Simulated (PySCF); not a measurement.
**C4H8AsNSi: electronic excitations**

Wanted: the electronic excitations of C4H8AsNSi (`[H]/N=C\C#CC[SiH2][AsH2]`), by calculation.

Computed with PySCF 2.14.0, with density-fitted response routines of our own, on a single molecule in the gas phase. Atoms count from 0, in the outputs and in this text.

### Step 1. Starting geometry

15 atoms, charge 0, multiplicity 1; geometry from: GFN2-xTB.

Bonds of the start (Å): N0–C1 1.26, C1–C2 1.42, C2–C3 1.21, C3–C4 1.43, C4–Si5 1.93, Si5–As6 2.33, N0–H7 1.02, C1–H8 1.09, C4–H9 1.09, C4–H10 1.09, Si5–H11 1.47, Si5–H12 1.47, As6–H13 1.50, As6–H14 1.50.

### Step 2. TDDFT and polarisability: CAM-B3LYP/def2-SVPD

Job settings and geometry (Å):

```
{"job": {"kind": "uv", "xc": "CAM-B3LYP", "basis": "def2-SVPD", "nstates": 8, "ntriplets": 3}, "charge": 0, "multiplicity": 1}
N     -3.726566    -0.362699     1.000214
C     -2.849206     0.481832     0.664292
C     -1.659507     0.235437    -0.062362
C     -0.704361    -0.080377    -0.732578
C      0.497612    -0.395767    -1.442870
Si     1.930664    -0.622170    -0.168173
As     1.717347     1.066098     1.418364
H     -3.531483    -1.317978     0.699179
H     -3.017661     1.513798     0.966403
H      0.741677     0.417664    -2.129403
H      0.359324    -1.304576    -2.027900
H      3.164964    -0.676322    -0.972059
H      1.756467    -1.950602     0.443483
H      3.136769     0.888313     1.873691
H      2.179545     2.115341     0.447807
```

With the program's defaults for keys left out, this is: TDDFT CAM-B3LYP/def2-SVPD, vertical, gas phase, core orbitals frozen in the response.

Command:

```console
OMP_NUM_THREADS=1 python probes_run.py task.json out
```

One launch serves the whole session: the jobs run in the order shown.

Predict these results of the whole session: lowest singlet (CAM-B3LYP/def2-SVPD); brightest single state of those computed; lowest triplet; surface potential, 1st and 99th percentile.

**Answer**, as computed:

```
                                quantity                        value
    lowest singlet (CAM-B3LYP/def2-SVPD)  4.71 eV (263 nm), f = 0.003
brightest single state of those computed  state 3, 5.50 eV, f = 0.253
                          lowest triplet                      3.75 eV
   surface potential, 1st and 99th percentile           -1.80 V and 1.22 V
```

What this shows: The first singlet state (HOMO−1→LUMO 0.46, HOMO−2→LUMO 0.45) lies at 4.71 eV and is weak; of the 8 states computed, the strongest absorption comes from state 3 at 5.50 eV. The lowest triplet lies 0.96 eV below the lowest singlet (triplets in Tamm-Dancoff, singlets in full TDDFT).
